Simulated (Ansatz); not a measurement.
# C₂H₇BSe: up Jacob's ladder to CCSD(T)

How much do the methods differ for C₂H₇BSe? The plan is to run it at one geometry with functionals of several rungs and with coupled cluster, and see how far each lands from CCSD(T) at the basis-set limit for the atomisation energy.

Program: Ansatz 0.2.0, Gaussian basis. Level of theory: functionals in def2-TZVPP, the program's frozen cores in correlated methods. These are calculated values, not measurements.

The runs, in order: LDA (SPW92), PBE-D4, revPBE-D4, BLYP-D4, r2SCAN-D4, B97M-V, PBE0-D4, B3LYP-D4, r2SCANh-D4, r2SCAN0-D4, HSE06-D4, BHLYP-D4, CAM-B3LYP-D4, LC-ωPBE, ωB97X-V, ωB97M-V, B2PLYP, PBE-QIDH; CCSD(T)/def2-SVP; CCSD(T)/def2-TZVPP; MP2/def2-QZVPP; extrapolation to the limit; RPA on PBE.

## 1. Structure used throughout

An earlier PBE0-D4 in a triple-zeta def2 set relaxation fixed the geometry.

SMILES `CBC[SeH]`, 11 atoms, charge 0, spin multiplicity 1.

Atoms are counted from 1 here; the program's logs count them from 0.

Bond lengths: C1–B2 1.572 Å, C1–H5 1.094 Å, C1–H6 1.099 Å, C1–H7 1.092 Å, B2–C3 1.553 Å, B2–H8 1.201 Å, C3–Se4 1.992 Å, C3–H9 1.089 Å, C3–H10 1.086 Å, Se4–H11 1.467 Å. Angles: B2–C1–H5 114.3°, B2–C1–H6 107.5°, B2–C1–H7 113.1°, H5–C1–H6 106.8°, H5–C1–H7 108.5°, H6–C1–H7 106.2°, C1–B2–C3 121.9°, C1–B2–H8 120.5°, C3–B2–H8 117.1°, B2–C3–Se4 82.0°, B2–C3–H9 119.5°, B2–C3–H10 122.3°, Se4–C3–H9 105.7°, Se4–C3–H10 108.5°, H9–C3–H10 111.7°, C3–Se4–H11 95.3°.

## 2. LDA

This LDA is Slater exchange with PW92 correlation.

The input, in.yaml:

```yaml
crystal:
  periodic: [false, false, false]
  atoms:
    - {symbol: C, position_ang: [-0.074986, 1.393071, -0.724510]}
    - {symbol: B, position_ang: [0.528292, 0.131969, -0.004537]}
    - {symbol: C, position_ang: [-0.254789, -0.641626, 1.090484]}
    - {symbol: Se, position_ang: [-0.708898, -1.815088, -0.454087]}
    - {symbol: H, position_ang: [-1.162915, 1.477868, -0.646334]}
    - {symbol: H, position_ang: [0.348209, 2.283289, -0.239608]}
    - {symbol: H, position_ang: [0.202758, 1.459366, -1.778684]}
    - {symbol: H, position_ang: [1.671569, -0.186866, -0.189312]}
    - {symbol: H, position_ang: [-1.203642, -0.246831, 1.450192]}
    - {symbol: H, position_ang: [0.242693, -1.242577, 1.845286]}
    - {symbol: H, position_ang: [0.477111, -2.669674, -0.328290]}
basis:
  gaussian: {orbitals: def2-TZVPP}
hamiltonian: {xc: lda}
output: {orbitals: {seedname: orbitals}}
```

Started as:

```
$ ansatz run in.yaml --threads 4 --pin off --events-out ev --progress --plain --max-ram 10444MiB
```

Further steps of the session: PBE-D4 (GGA); revPBE-D4 (GGA); BLYP-D4 (GGA); r2SCAN-D4 (meta-GGA); B97M-V (meta-GGA); B3LYP-D4 (hybrid); r2SCANh-D4 (hybrid); r2SCAN0-D4 (hybrid); HSE06-D4 (hybrid); BHLYP-D4 (hybrid); CAM-B3LYP-D4 (range-separated); LC-ωPBE (range-separated); ωB97X-V (range-separated); ωB97M-V (range-separated); B2PLYP (double hybrid); PBE-QIDH (double hybrid); CCSD(T) in def2-SVP; CCSD(T) in def2-TZVPP; MP2 in def2-QZVPP; RPA on PBE orbitals.

Q: Predict the results of all the runs planned. Wanted: atomisation energy, CCSD(T)/CBS; farthest beyond LDA; mean size of error, GGA; mean size of error, meta-GGA; mean size of error, hybrid; mean size of error, range-separated; mean size of error, double hybrid; gap, smallest and largest; T1 diagnostic.

The runs gave:

```
                               quantity                                                                                                                                                  value
        atomisation energy, CCSD(T)/CBS                                                                                                                                         940.5 kcal/mol
functionals within 9.4 kcal/mol (1.0 %)  revPBE-D4, BLYP-D4, r2SCAN-D4, B97M-V, PBE0-D4, B3LYP-D4, r2SCANh-D4, r2SCAN0-D4, HSE06-D4, CAM-B3LYP-D4, LC-ωPBE, ωB97X-V, ωB97M-V, B2PLYP, PBE-QIDH
                    farthest beyond LDA                                                                                                                              BHLYP-D4 (-17.8 kcal/mol)
                mean size of error, GGA                                                                                                                                           7.5 kcal/mol
           mean size of error, meta-GGA                                                                                                                                           5.6 kcal/mol
             mean size of error, hybrid                                                                                                                                           6.7 kcal/mol
    mean size of error, range-separated                                                                                                                                           3.0 kcal/mol
      mean size of error, double hybrid                                                                                                                                           4.1 kcal/mol
              gap, smallest and largest                                                                                                                  4.73 eV (BLYP-D4), 11.62 eV (LC-ωPBE)
                          T1 diagnostic                                                                                                                                                 0.0103
triples share of the correlation energy                                                                                                                                                  3.8 %
```

LDA overbinds by 128.0 kcal/mol (14 %). PBE-D4 misses by +17.6 kcal/mol. Double hybrids carry the basis error of their MP2 part in triple zeta, and no dispersion term here, so their miss is partly the set-up's. The rungs range-separated, double hybrid, meta-GGA, hybrid, GGA miss on average by less than the doubt on the reference (9.4 kcal/mol), so they tie. Misses under about 9.4 kcal/mol are within the doubt on the reference itself, which lacks core-valence correlation, relativity and higher excitations, and its outer-core shells are covered unevenly. All levels share the lack of spin-orbit coupling, which lowers the free heavy atoms and so the true binding. Hartree-Fock recovers 75 % of the binding; the rest is correlation. CCSD(T) in def2-SVP is off by -43.0 kcal/mol, which most functionals beat. The gap grows from 4.7 to 11.6 eV across the functionals, mostly with the share of exact exchange. Correlated methods include outer-core shells of Se, which these sets cover unevenly.
